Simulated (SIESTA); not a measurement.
Li in SIESTA: convergence with EnergyShift

Slab: Li, a slab with vacuum.

```xyz
5
Lattice="3.1110 0.0000 0.0000 -1.5555 2.6942 0.0000 0.0000 0.0000 25.1860" Properties=species:S:1:pos:R:3 pbc="T T T"
Li    0.0000    1.7961    7.5000
Li    1.5555    0.8981   10.0465
Li    0.0000    1.7961   12.5930
Li    1.5555    0.8981   15.1395
Li    0.0000    1.7961   17.6860
```

The slab is cut from a database's or a generator's crystal, which needn't be the stable form of the element.

| Property | Result |
| --- | --- |
| Program | SIESTA 5.4.2 |
| Task | single point |
| Functional | vdW-DF-cx |
| Potentials or basis | PseudoDojo 0.4 standard (PBE files) |
| Basis | DZP (energy shift 0.05 Ry; two zetas on semicore shells) |
| Grid cutoff | 800 Ry |
| Energy shift | 0.05 Ry |
| k mesh | 8 × 8 × 1 |
| Occupations | fermi-dirac, width 0.05 eV |
| Spin | no spin polarisation |

These are the settings of the first run; the series varies EnergyShift, with any setting tied to it.

Hardware: 1 thread of Arm Neoverse V2 (shared host).

Q: The values tried are 0.05, 0.03, 0.02, 0.01, 0.005, 0.003, loosest first. From which on does the largest force stay within 0.005 eV/Å of the tightest run that finished?

A: From 0.01 on.

```tsv
EnergyShift	energy less the tightest run, at zero smearing (meV/atom)	largest force (eV/Å)	SCF cycles	CPU time (s)	peak memory (GiB)
0.05	882.17	0.138	12	110	0.61
0.03	478.81	0.076	12	120	0.65
0.02	288.41	0.056	13	140	0.69
0.01	112.52	0.047	13	160	0.78
0.005	29.97	0.048	13	180	0.81
0.003	0.00	0.048	14	190	0.81
```

Not settled before the last step: the energy (to 1 meV/atom). The tightest run that finished is the yardstick and may itself not be fully converged.

Caveat, for the tightest run too: the potentials were made for another functional, which shifts forces and pressure.
